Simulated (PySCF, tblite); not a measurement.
# B4N3H7, a small molecule taken as a stand-in for a surface group (BN ring, B site): NMR shifts, core binding energies and electronic excitations, part 2 of 2

tblite 0.8.0 and PySCF 2.14.0. Atoms count from 0, parts from 1. The steps go on from the part before.

## 5. Core-electron binding energies: SCAN, X2C

Job settings and geometry (Å):

```
{"job": {"kind": "xps", "holes": 5}, "charge": 0, "multiplicity": 1}
N      0.507652    -1.097302     0.313706
B     -0.806975    -1.437907     0.750128
N     -1.827195    -0.452282     0.611226
B     -1.567047     0.836234     0.059858
N     -0.233225     1.119215    -0.358860
B      0.849063     0.178593    -0.252576
B      2.425856     0.558472    -0.765615
H      1.227198    -1.800888     0.414098
H     -1.044407    -2.526988     1.221200
H     -2.765814    -0.673365     0.915243
H     -2.443954     1.662805    -0.049655
H     -0.054164     2.034955    -0.748802
H      3.244625     1.067343    -0.028964
H      2.811156     0.343229    -1.895824
```

Level: delta-SCF UKS SCAN, pcX-2 on the ionised atom, pcseg-1 elsewhere, spin-free X2C.

The program printed:

```text
ground state, core basis on atom 1 (B), 164 functions
  cycle   1  E = -267.91633070  |g| = 6.33e-01
  cycle   2  E = -267.77804165  |g| = 9.88e-01
  cycle   3  E = -268.00865961  |g| = 8.29e-02
  cycle   4  E = -268.01051292  |g| = 2.32e-02
  cycle   5  E = -268.01064450  |g| = 8.72e-03
  cycle   6  E = -268.01065671  |g| = 5.36e-03
  cycle   7  E = -268.01066343  |g| = 9.12e-04
  cycle   8  E = -268.01066308  |g| = 3.18e-04
  E(ground) = -268.02907355 Eh
hole in B 1s of atom 1
  cycle   1  E = -260.40568578  |g| = 1.17e+00
  cycle   2  E = -258.19666077  |g| = 1.95e+00
  cycle   3  E = -260.61728347  |g| = 5.33e-01
  cycle   4  E = -260.78445365  |g| = 2.62e-01
  cycle   5  E = -260.80771869  |g| = 1.44e-01
  cycle   6  E = -260.81675475  |g| = 3.82e-02
  cycle   7  E = -260.81740412  |g| = 2.05e-02
  cycle   8  E = -260.81763772  |g| = 9.98e-03
  cycle   9  E = -260.81772417  |g| = 6.53e-03
  cycle  10  E = -260.81776902  |g| = 3.83e-03
  cycle  11  E = -260.81778736  |g| = 2.05e-03
  cycle  12  E = -260.81779167  |g| = 6.53e-04
  cycle  13  E = -260.81779153  |g| = 2.52e-04
  E(ion) = -260.83687928 Eh   <S^2> = 0.8082   hole on atom = 1.000   binding energy = 195.710 eV
ground state, core basis on atom 2 (N), 164 functions
  cycle   1  E = -268.02827565  |g| = 7.16e-02
  cycle   2  E = -268.02828307  |g| = 4.52e-03
  cycle   3  E = -268.02827932  |g| = 5.43e-03
  cycle   4  E = -268.02828872  |g| = 7.76e-04
  cycle   5  E = -268.02828879  |g| = 2.80e-04
  E(ground) = -268.04344911 Eh
hole in N 1s of atom 2
  cycle   1  E = -252.45388451  |g| = 1.87e+00
  cycle   2  E = -251.80642264  |g| = 2.06e+00
  cycle   3  E = -253.08091884  |g| = 4.38e-01
  cycle   4  E = -253.10399263  |g| = 3.37e-01
  cycle   5  E = -253.16042499  |g| = 4.88e-02
  cycle   6  E = -253.16152627  |g| = 7.68e-03
  cycle   7  E = -253.16155174  |g| = 3.75e-03
  cycle   8  E = -253.16155988  |g| = 1.26e-03
  cycle   9  E = -253.16156148  |g| = 5.44e-04
  cycle  10  E = -253.16156124  |g| = 2.25e-04
  E(ion) = -253.17513962 Eh   <S^2> = 0.7645   hole on atom = 1.000   binding energy = 404.587 eV
ground state, core basis on atom 4 (N), 164 functions
  cycle   1  E = -268.02795081  |g| = 7.18e-02
  cycle   2  E = -268.02794333  |g| = 1.23e-02
  cycle   3  E = -268.02789951  |g| = 1.89e-02
  cycle   4  E = -268.02797368  |g| = 1.77e-03
  cycle   5  E = -268.02797487  |g| = 3.51e-04
  E(ground) = -268.04342481 Eh
hole in N 1s of atom 4
  cycle   1  E = -252.45246676  |g| = 1.87e+00
  cycle   2  E = -251.80100857  |g| = 2.07e+00
  cycle   3  E = -253.08914866  |g| = 4.26e-01
  cycle   4  E = -253.11474794  |g| = 3.08e-01
  cycle   5  E = -253.16180417  |g| = 4.79e-02
  cycle   6  E = -253.16281126  |g| = 1.01e-02
  cycle   7  E = -253.16285596  |g| = 5.15e-03
  cycle   8  E = -253.16286837  |g| = 2.64e-03
  cycle   9  E = -253.16287106  |g| = 8.38e-04
  cycle  10  E = -253.16287121  |g| = 3.03e-04
  E(ion) = -253.17636907 Eh   <S^2> = 0.7647   hole on atom = 1.000   binding energy = 404.553 eV
ground state, core basis on atom 5 (B), 164 functions
  cycle   1  E = -268.01055306  |g| = 4.97e-02
  cycle   2  E = -268.01046785  |g| = 3.03e-02
  cycle   3  E = -268.01063661  |g| = 1.66e-02
  cycle   4  E = -268.01071129  |g| = 3.74e-03
  cycle   5  E = -268.01071293  |g| = 6.42e-04
  cycle   6  E = -268.01071366  |g| = 2.10e-04
  E(ground) = -268.02888695 Eh
hole in B 1s of atom 5
  cycle   1  E = -260.41347785  |g| = 1.18e+00
  cycle   2  E = -258.83599921  |g| = 1.96e+00
  cycle   3  E = -260.64432706  |g| = 5.84e-01
  cycle   4  E = -260.78580433  |g| = 3.01e-01
  cycle   5  E = -260.82406844  |g| = 9.88e-02
  cycle   6  E = -260.82857136  |g| = 2.77e-02
  cycle   7  E = -260.82893976  |g| = 1.30e-02
  cycle   8  E = -260.82904887  |g| = 5.00e-03
  cycle   9  E = -260.82908404  |g| = 3.30e-03
  cycle  10  E = -260.82910429  |g| = 1.73e-03
  cycle  11  E = -260.82910703  |g| = 1.82e-03
  cycle  12  E = -260.82910934  |g| = 2.79e-04
  E(ion) = -260.84725217 Eh   <S^2> = 0.7968   hole on atom = 1.000   binding energy = 195.422 eV
ground state, core basis on atom 6 (B), 164 functions
  cycle   1  E = -268.00591454  |g| = 4.62e-02
  cycle   2  E = -268.00593085  |g| = 1.59e-02
  cycle   3  E = -268.00597619  |g| = 9.79e-03
  cycle   4  E = -268.00600204  |g| = 2.93e-03
  cycle   5  E = -268.00600490  |g| = 3.14e-04
  E(ground) = -268.02506131 Eh
hole in B 1s of atom 6
  cycle   1  E = -260.39717821  |g| = 1.14e+00
  cycle   2  E = -258.22401702  |g| = 1.97e+00
  cycle   3  E = -260.48090920  |g| = 7.45e-01
  cycle   4  E = -260.76033395  |g| = 2.45e-01
  cycle   5  E = -260.53817443  |g| = 6.08e-01
  cycle   6  E = -260.66220059  |g| = 4.32e-01
  cycle   7  E = -260.79875244  |g| = 1.07e-01
  cycle   8  E = -260.68931716  |g| = 3.96e-01
  cycle   9  E = -260.69914020  |g| = 3.74e-01
  cycle  10  E = -260.70606573  |g| = 3.61e-01
  cycle  11  E = -260.71464034  |g| = 3.43e-01
  cycle  12  E = -260.73023954  |g| = 3.07e-01
  cycle  13  E = -260.74051533  |g| = 2.90e-01
  cycle  14  E = -260.78799144  |g| = 1.49e-01
  cycle  15  E = -260.77368069  |g| = 1.95e-01
  cycle  16  E = -260.71096470  |g| = 3.51e-01
  cycle  17  E = -260.72406590  |g| = 3.25e-01
  cycle  18  E = -260.72289005  |g| = 3.27e-01
  cycle  19  E = -260.72363445  |g| = 3.26e-01
  cycle  20  E = -260.72397591  |g| = 3.25e-01
  cycle  21  E = -260.71620098  |g| = 3.41e-01
  cycle  22  E = -260.71636205  |g| = 3.41e-01
  cycle  23  E = -260.73993594  |g| = 2.93e-01
  cycle  24  E = -260.73741161  |g| = 2.97e-01
  cycle  25  E = -260.78263691  |g| = 1.75e-01
  cycle  26  E = -260.77634623  |g| = 1.89e-01
  cycle  27  E = -260.77225854  |g| = 2.01e-01
  cycle  28  E = -260.78312474  |g| = 1.68e-01
  cycle  29  E = -260.73921289  |g| = 2.91e-01
  cycle  30  E = -260.80978215  |g| = 2.94e-02
  cycle  31  E = -260.79457563  |g| = 1.47e-01
  cycle  32  E = -260.75173466  |g| = 2.61e-01
  cycle  33  E = -260.78805801  |g| = 1.69e-01
  cycle  34  E = -260.77908182  |g| = 1.98e-01
  cycle  35  E = -260.75771215  |g| = 2.48e-01
  cycle  36  E = -260.77185687  |g| = 2.16e-01
  cycle  37  E = -260.77511993  |g| = 2.08e-01
  cycle  38  E = -260.79020801  |g| = 1.61e-01
  cycle  39  E = -260.80047022  |g| = 1.16e-01
  cycle  40  E = -260.79570685  |g| = 1.34e-01
  cycle  41  E = -260.77890529  |g| = 1.98e-01
  cycle  42  E = -260.77261497  |g| = 2.07e-01
  cycle  43  E = -260.80501697  |g| = 8.71e-02
  cycle  44  E = -260.81068755  |g| = 1.18e-02
  cycle  45  E = -260.81074202  |g| = 8.04e-03
  cycle  46  E = -260.81053860  |g| = 1.70e-02
  cycle  47  E = -260.81021669  |g| = 2.82e-02
  cycle  48  E = -260.80992371  |g| = 3.41e-02
  cycle  49  E = -260.81032158  |g| = 2.52e-02
  cycle  50  E = -260.81025528  |g| = 2.68e-02
hole again with damping 0.5
  cycle   1  E = -260.39717821  |g| = 1.14e+00
  cycle   2  E = -258.22401702  |g| = 1.97e+00
  cycle   3  E = -259.66739088  |g| = 1.35e+00
  cycle   4  E = -259.30808969  |g| = 1.24e+00
  cycle   5  E = -259.76021479  |g| = 1.31e+00
  cycle   6  E = -253.54657295  |g| = 2.92e+00
  cycle   7  E = -260.74292324  |g| = 2.62e-01
  cycle   8  E = -259.88303037  |g| = 9.66e-01
  cycle   9  E = -260.60851196  |g| = 5.01e-01
  cycle  10  E = -260.78337240  |g| = 1.65e-01
  cycle  11  E = -260.69325872  |g| = 3.84e-01
  cycle  12  E = -260.71105661  |g| = 3.47e-01
  cycle  13  E = -260.72235596  |g| = 3.23e-01
  cycle  14  E = -260.77319685  |g| = 2.02e-01
  cycle  15  E = -260.77178106  |g| = 2.07e-01
  cycle  16  E = -260.77083631  |g| = 2.10e-01
  cycle  17  E = -260.77034788  |g| = 2.11e-01
  cycle  18  E = -260.77039151  |g| = 2.12e-01
  cycle  19  E = -260.78072878  |g| = 1.79e-01
  cycle  20  E = -260.73944291  |g| = 2.87e-01
  cycle  21  E = -260.80828950  |g| = 4.57e-02
  cycle  22  E = -260.78245984  |g| = 1.91e-01
  cycle  23  E = -260.74501681  |g| = 2.76e-01
  cycle  24  E = -260.74757053  |g| = 2.75e-01
  cycle  25  E = -260.75026006  |g| = 2.69e-01
  cycle  26  E = -260.74881990  |g| = 2.71e-01
  cycle  27  E = -260.74642203  |g| = 2.76e-01
  cycle  28  E = -260.74992129  |g| = 2.67e-01
  cycle  29  E = -260.76423304  |g| = 2.35e-01
  cycle  30  E = -260.77638142  |g| = 2.06e-01
  cycle  31  E = -260.80441373  |g| = 9.35e-02
  cycle  32  E = -260.77156757  |g| = 2.14e-01
  cycle  33  E = -260.77566159  |g| = 1.98e-01
  cycle  34  E = -260.78416809  |g| = 1.75e-01
  cycle  35  E = -260.79154560  |g| = 1.51e-01
  cycle  36  E = -260.78792699  |g| = 1.63e-01
  cycle  37  E = -260.78981204  |g| = 1.57e-01
  cycle  38  E = -260.78966995  |g| = 1.57e-01
  cycle  39  E = -260.79910987  |g| = 1.19e-01
  cycle  40  E = -260.80847904  |g| = 5.43e-02
  cycle  41  E = -260.80557633  |g| = 8.12e-02
  cycle  42  E = -260.81076792  |g| = 5.68e-03
  cycle  43  E = -260.81073279  |g| = 8.81e-03
  cycle  44  E = -260.81056690  |g| = 1.69e-02
  cycle  45  E = -260.81010681  |g| = 3.04e-02
  cycle  46  E = -260.80992126  |g| = 3.42e-02
  cycle  47  E = -260.81045581  |g| = 2.16e-02
  cycle  48  E = -260.81056681  |g| = 1.80e-02
  cycle  49  E = -260.81073038  |g| = 1.02e-02
  cycle  50  E = -260.81056075  |g| = 1.81e-02
  cycle  51  E = -260.81049492  |g| = 2.03e-02
  cycle  52  E = -260.81051803  |g| = 1.94e-02
  cycle  53  E = -260.81050381  |g| = 1.99e-02
  cycle  54  E = -260.81056276  |g| = 1.78e-02
  cycle  55  E = -260.81062712  |g| = 1.54e-02
  cycle  56  E = -260.81077460  |g| = 6.39e-03
  cycle  57  E = -260.81080005  |g| = 2.11e-03
  cycle  58  E = -260.81079841  |g| = 2.71e-03
  cycle  59  E = -260.81080294  |g| = 4.43e-04
  E(ion) = -260.82914457 Eh   <S^2> = 1.2824   hole on atom = 1.000   binding energy = 195.811 eV
```

Run time: 35 s. Hardware: 1 thread of AMD EPYC 9R45, shared host; peak memory 0.61 GiB.

The holes in one table. −ε is the ground-state orbital energy:

| hole | stands for | environment | ΔSCF (eV) | −ε (eV) | ⟨S²⟩ |
| --- | --- | --- | --- | --- | --- |
| B1s on B1 | B1, B3 | boron bonded to 2 N, H | 195.71 | 180.0 | 0.808 |
| N1s on N2 | N2 | nitrogen bonded to 2 B, H | 404.59 | 385.6 | 0.765 |
| N1s on N4 | N0, N4 | nitrogen bonded to 2 B, H | 404.55 | 385.7 | 0.765 |
| B1s on B5 | B5 | boron bonded to B, 2 N | 195.42 | 179.8 | 0.797 |
| B1s on B6 | B6 | boron bonded to B, 2 H | 195.81 (doubtful) | 180.1 | 1.282 |

Each hole run stands for the others of its class of like atoms.

Doubtful: the ion did not converge, its hole moved, or its ⟨S²⟩ is well above 0.75.

## 6. Ultraviolet spectrum: CAM-B3LYP/def2-SVPD

Same as in step 5 but for these lines:

```diff
@@ -1,2 +1,2 @@
-{"job": {"kind": "xps", "holes": 5}, "charge": 0, "multiplicity": 1}
+{"job": {"kind": "uv", "xc": "CAM-B3LYP", "basis": "def2-SVPD", "nstates": 6, "ntriplets": 2, "ip": true}, "charge": 0, "multiplicity": 1}
 N      0.507652    -1.097302     0.313706
```

Method: TDDFT CAM-B3LYP/def2-SVPD, vertical, gas phase, core orbitals frozen in the response.

The program printed:

```text
coarse grid: 11872 points
cycle   1  E = -267.6483472890  dE =  9.151e-01  |g| = 5.407e-01  |ddm| = 1.019e+01
cycle   2  E = -267.6491564313  dE = -8.091e-04  |g| = 5.854e-01  |ddm| = 3.321e+00
cycle   3  E = -267.7216341465  dE = -7.248e-02  |g| = 3.686e-02  |ddm| = 1.200e+00
cycle   4  E = -267.7220781159  dE = -4.440e-04  |g| = 1.018e-02  |ddm| = 1.739e-01
cycle   5  E = -267.7221002075  dE = -2.209e-05  |g| = 3.919e-03  |ddm| = 6.819e-02
cycle   6  E = -267.7221033917  dE = -3.184e-06  |g| = 1.421e-03  |ddm| = 1.169e-02
final grid: 115416 points
cycle   7  E = -267.7606939234  dE = -2.849e-05  |g| = 5.845e-03  |ddm| = 2.121e-01
cycle   8  E = -267.7606921671  dE =  1.756e-06  |g| = 6.764e-03  |ddm| = 2.672e-02
cycle   9  E = -267.7607013563  dE = -9.189e-06  |g| = 2.617e-04  |ddm| = 9.615e-03
cycle  10  E = -267.7607013749  dE = -1.860e-08  |g| = 1.341e-04  |ddm| = 2.231e-03
cycle  11  E = -267.7607013802  dE = -5.281e-09  |g| = 4.044e-05  |ddm| = 5.536e-04
cycle  12  E = -267.7607013806  dE = -3.715e-10  |g| = 1.185e-05  |ddm| = 1.024e-04
converged SCF energy = -267.7607013806

Static polarisability (au): isotropic 75.105, principal 55.871 77.992 91.452

Singlet excitations
state   eV       nm        f      main configurations
  1   4.5478    272.6   0.00030   H-2->L 0.93
  2   5.3669    231.0   0.00000   H-4->L 0.50, H->L 0.47
  3   5.7548    215.4   0.00240   H-1->L 0.99
  4   6.3539    195.1   0.00001   H->L 0.47, H-4->L 0.39, H-6->L 0.11
  5   6.9301    178.9   0.00071   H->L+2 0.55, H-1->L+3 0.42
  6   7.3382    169.0   0.03298   H-2->L+3 0.91

Triplet excitations (Tamm-Dancoff, eV): 3.8076 4.7746
Vertical ionisation energy (delta-SCF) = 10.1676 eV
Vertical electron affinity (delta-SCF) = 0.0246 eV
```

It took 80 s on 1 thread of AMD EPYC 9R45, shared host; peak memory 1 GiB.

The orbitals next to the gap, with their largest atomic shares:

| orbital | eV | atoms |
| --- | --- | --- |
| HOMO−3 | -10.62 | B1 19 %, B3 19 %, H8 16 % |
| HOMO−2 | -9.65 | B6 34 %, B5 25 %, N4 8 % |
| HOMO−1 | -9.56 | N0 35 %, N4 34 %, B3 8 % |
| HOMO | -9.44 | N2 41 %, N4 14 %, N0 13 % |
| LUMO | -0.77 | B6 51 %, B5 15 %, H12 11 % |
| LUMO+1 | 0.87 | B6 21 %, B3 20 %, B1 20 % |
| LUMO+2 | 1.34 | B1 27 %, B3 27 %, N2 13 % |

With each of the 6 states as a Gaussian band of 0.4 eV half-width at 1/e, the curve within the window shown has maxima at 215 nm (ε 97), 169 nm (ε 1,300) L/(mol cm). Beyond the last state computed it falls off for lack of states. The curve at chosen wavelengths:

```
 nm  ε (L/mol/cm)
162           762
168          1338
174           994
180           379
186            91
192            21
198            24
204            53
210            86
216            97
222            80
228            50
234            26
241            10
247             6
253             7
259             9
265            11
271            12
277            12
283            10
289             8
295             6
301             4
307             2
313             1
```

Ground-state properties from the same run:

```csv
property,computed
dipole moment (D),0.09
polarisability (Å³),11.13
HOMO–LUMO gap (eV),8.67
−ε(HOMO) (eV),9.44
```

## 7. Outcome

What follows sums up all 2 parts.

| quantity | value |
| --- | --- |
| point group | C2v |
| rotational constants (main isotopes) | 5.19, 2.36, 1.64 GHz |
| 1H shifts against TMS (PBE0/pcSseg-1, means over atoms taken as alike) | 9.83, 5.60, 5.14, 4.72 ppm |
| 15N shifts against NH3 (PBE0/pcSseg-1, means over atoms taken as alike) | 144.1, 141.6 ppm |
| 11B shifts against BF3·OEt2 (PBE0/pcSseg-1, means over atoms taken as alike) | 110.3, 36.5, 26.7 ppm |
| B1s binding energies, SCAN/pcX-2 (standing for 3 of 4 atoms) | B1 195.71, B5 195.42 eV |
| N1s binding energies, SCAN/pcX-2 | N2 404.59, N4 404.55 eV |
| lowest singlet (CAM-B3LYP/def2-SVPD) | 4.55 eV (273 nm), f = 0.000 |
| brightest single state of those computed | state 6, 7.34 eV, f = 0.033 |
| lowest triplet | 3.81 eV |
| vertical ionisation energy (ΔSCF) | 10.17 eV |
| vertical electron affinity (ΔSCF) | 0.02 eV |

Over 5 steps the energy fell by 0.210 eV; of the close pairs, B6–H12 changed most, 1.148 to 1.213 Å (PBE0/def2-SVP). The B1s levels kept as sound span 0.29 eV, from B5 (boron bonded to B, 2 N) up to B1 (boron bonded to 2 N, H). Only 3 of the 4 B atoms are covered by sound results. The N1s levels computed lie within 0.03 eV of one another, too close to rank. The first singlet state (HOMO−2→LUMO 0.93) lies at 4.55 eV and is dark; of the 6 states computed, the strongest absorption comes from state 6 at 7.34 eV (the last computed, so partners may be missing). The lowest triplet lies 0.74 eV below the lowest singlet (triplets in Tamm-Dancoff, singlets in full TDDFT). The orbital energy would give 9.44 eV for ionisation, ΔSCF gives 10.17 eV. A capped cluster stands for the solid here, so long-range fields and strain are missing, and bands or shifts of the capping hydrogens have no counterpart in it.
